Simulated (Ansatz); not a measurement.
Runs of Ansatz 0.2.0 on BiTe. Symmetry: Fm-3m, No. 225, cubic system. Conventional cell: a = 6.470 Å, b = 6.470 Å, c = 6.470 Å, α = 90.00°, β = 90.00°, γ = 90.00°. Around Bi (site symmetry m-3m) lie 6 Te at 3.23 Å. Te (site symmetry m-3m) has 6 Bi at 3.23 Å as nearest neighbours. 

```tsv
task	level	cutoff (eV)	points for each segment of the path	gap on the mesh (eV)	pressure (GPa)	V0 of scaled cells (Å³/atom)	B0 (GPa)
equation of state	LDA	420	-	-	-	32.10	56
band structure	r2SCAN	500	14	none	(a)	-	-
equation of state	r2SCAN	500	-	-	-	33.93	51
band structure	PBE	420	14	none	0.9	-	-
band structure	LDA	420	14	none	(b)	-	-
```

Alike in all rows: potentials or basis Ansatz PAW; no spin polarisation; cell as given; k mesh 7 × 7 × 7; smearing fermi-dirac 0.05 eV.

Fill in the values left out.

(a) 0.1; (b) -2.7.

Caveats: spin-orbit coupling is left out, which moves the levels of the heavy elements; the PAW data sets come from PBE, with cores solved anew for the run's functional, which leaves a small shift of forces and pressure (some runs); the PAW data sets were made with another functional, which shifts forces and pressure a little (some runs).

A k mesh can miss the band edges, and the runs leave out spin-orbit coupling on Bi, Te.

A gap of «none» marks a metal or a gap under the smearing width.
